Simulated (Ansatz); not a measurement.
This was printed by a script on Ansatz's Python interface, for a comparison of functionals at one structure of Te, space group R-3m. What did the script look like? Use (first run): BLYP, PAW, cutoff 320 eV, 6×6×6 k-points, Fermi-Dirac smearing of 0.1 eV. The script varies functional: blyp, lda, pbesol.

Contents of `POSCAR_te`:
```text
Te
1.0
   2.30590434    1.33131449    1.69095370
  -2.30590434    1.33131449    1.69095370
   0.00000000   -2.66262899    1.69095370
Te
1
Direct
   0.50000000    0.50000000    0.50000000
```

`python xc.py` gives:
```text
functional,F/atom (eV),iterations,P (GPa),max component (eV/A),k-points
blyp,-6996.88086,6,6.70267,0.0,32
lda,-6827.05784,6,-1.51193,0.0,32
pbesol,-6901.37044,6,-0.5352,0.0,32
```

The script that was run (others could print the same):

`xc.py`
```python
'''One structure of Te under several functionals.'''

import csv
import warnings

import ansatz as az
from ase.io import read


def main() -> None:
    warnings.simplefilter('ignore', az.DeckWarning)

    atoms = read('POSCAR_te', format='vasp')
    crystal = az.Crystal.from_ase(atoms)

    calc = (
        crystal.calculation()
        .pseudopotentials('paw')
        .basis(320)
        .kpoints(6)
        .occupations(az.OccupationsMethod.FERMI_DIRAC)
        .scf(max_iterations=150)
        .forces()
        .stress()
    )

    rows = []
    for value in ['blyp', 'lda', 'pbesol']:
        rep = calc.functional(value).run(threads=1, backend='cpu').report
        rows.append((value, rep['free_energy_ev'] / len(rep['lattice']['sites']), rep['n_iterations'], sum(rep['stress_gpa'][i][i] for i in range(3)) / 3, max(abs(f) for row in rep['forces_ev_ang'] for f in row), rep['n_kpoints']))

    with open('xc.csv', 'w', newline='') as handle:
        writer = csv.writer(handle)
        writer.writerow(['functional', 'F/atom (eV)', 'iterations', 'P (GPa)', 'max component (eV/A)', 'k-points'])
        writer.writerows([round(v, 5) if isinstance(v, float) else v for v in row] for row in rows)
    print(open('xc.csv').read())


if __name__ == '__main__':
    main()
```

Notes:
- The cutoff lies under the one recommended for these potentials.
- Under the recommended cutoff a pressure can be off by several GPa, even in sign.
- BLYP can be off by several per cent in the lattices of metals, and by several GPa in the pressure at a fixed cell.
- The mesh is modest for a metal, so energies can be off by several to tens of meV an atom and pressures by half a GPa or more; differences at equal mesh fare better.
- Forces vanish by symmetry here and test nothing.
- Pressure is positive in compression.
- This isn't the structure that Te takes at ambient conditions.
- Total energies of different functionals can't be compared; pressures, moments and gaps at this one structure can.
- The script silences the warnings on its input, which a real study should read.
- Timing: 3.2 s on 1 thread of Arm Neoverse V1, on a shared host, peak memory 0.38 GiB.
